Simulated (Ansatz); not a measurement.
# CHBrN (doublet): the correlation ladder at distance Br1–H2 along a hydrogen transfer = 1.421 Å, cc-pVDZ

An exercise on one series of results from a longer session: the logs are not shown, and one member is left open.

Method: cc-pVDZ, core rule «outside noble gas», up to 16 orbitals frozen; program: Ansatz 0.2.0, Gaussian basis.

To be run: UHF; CCSD(T) on ROHF; CCSD(T) on UHF; BCCD(T) on ROHF; CISD; CCSDT(Q) on ROHF; CCSDT(Q) on UHF; CASSCF and MRCISD+Q, 3 electrons in 3 orbitals; CASSCF and NEVPT2, 3 electrons in 3 orbitals.

5 further runs of the same task are left out: 3 that didn't finish, 2 set aside as unsound or not needed.

### The geometry

The geometry derives from fragments relaxed apart (PBE0/def2-TZVP) and kept rigid, so it is no stationary point. A hydrogen atom is moved between rigid fragments. No spin-orbit coupling is included. The filled d shell of Br may be among the frozen orbitals whatever the setting's name suggests; the logs give the count.

4 atoms, charge 0, spin multiplicity 2.

Atoms are counted from 1 here; the program's logs count them from 0.

Bond lengths: Br1–H2 1.421 Å, N3–C4 1.160 Å.

Set-up of the first run:

The input, in.yaml:

```yaml
crystal:
  periodic: [false, false, false]
  atoms:
    - {symbol: Br, position_ang: [0.000000, 0.000000, -2.233671]}
    - {symbol: H, position_ang: [0.000000, 0.000000, -0.813071]}
    - {symbol: N, position_ang: [0.000000, 0.000000, 2.103413]}
    - {symbol: C, position_ang: [0.000000, 0.000000, 0.943329]}
basis:
  gaussian: {orbitals: cc-pVDZ}
magnetization: {spin_polarized: true, initial_magnetization: 1}
hamiltonian: {xc: hf}
output: {orbitals: {seedname: orbitals}}
```

Command:

```sh
ansatz run in.yaml --threads 1 --pin off --events-out ev --progress --plain --max-ram 2816MiB --backend cpu
```

Steps of the session up to this table: UHF; CCSD(T) on ROHF; CCSD(T) on UHF; BCCD(T) on ROHF; CISD; CCSDT(Q) on ROHF; CCSDT(Q) on UHF; CASSCF and MRCISD+Q, 3 electrons in 3 orbitals; CASSCF and NEVPT2, 3 electrons in 3 orbitals.

One of the session's tables, all rows but one given; the rest of the session is left out.

| method | from RCCSDT(Q) (meV) |
| --- | --- |
| ROHF | +12217.5 |
| UHF | +11758.3 |
| RMP2 | +1208.6 |
| UMP2 | +1988.2 |
| CISD | +2007.8 |
| RCCSD | +539.9 |
| UCCSD | +545.1 |
| RCCSD(T) | +81.0 |
| UCCSD(T) | +123.2 |
| BCCD(T) | +78.1 |
| RCCSDT | +51.0 |
| UCCSDT | ? |
| RCCSDT(Q) | 0 |
| UCCSDT(Q) | -10.4 |
| CASSCF pair | +11318.5 |
| NEVPT2 pair | +1327.0 |
| MRCISD pair | +1804.1 |
| MRCISD+Q pair | +436.8 |

Q: Estimate the row for UCCSDT from the others.

The run gave: from RCCSDT(Q) (meV): +52.1. In the column «from RCCSDT(Q) (meV)» it lies between RCCSDT (+51.0) and BCCD(T) (+78.1).

Limits of these values: Restricted and unrestricted rows rest on different reference determinants; where their highest levels disagree by more than a few hundredths of an eV, they describe different states and don't form one ladder.
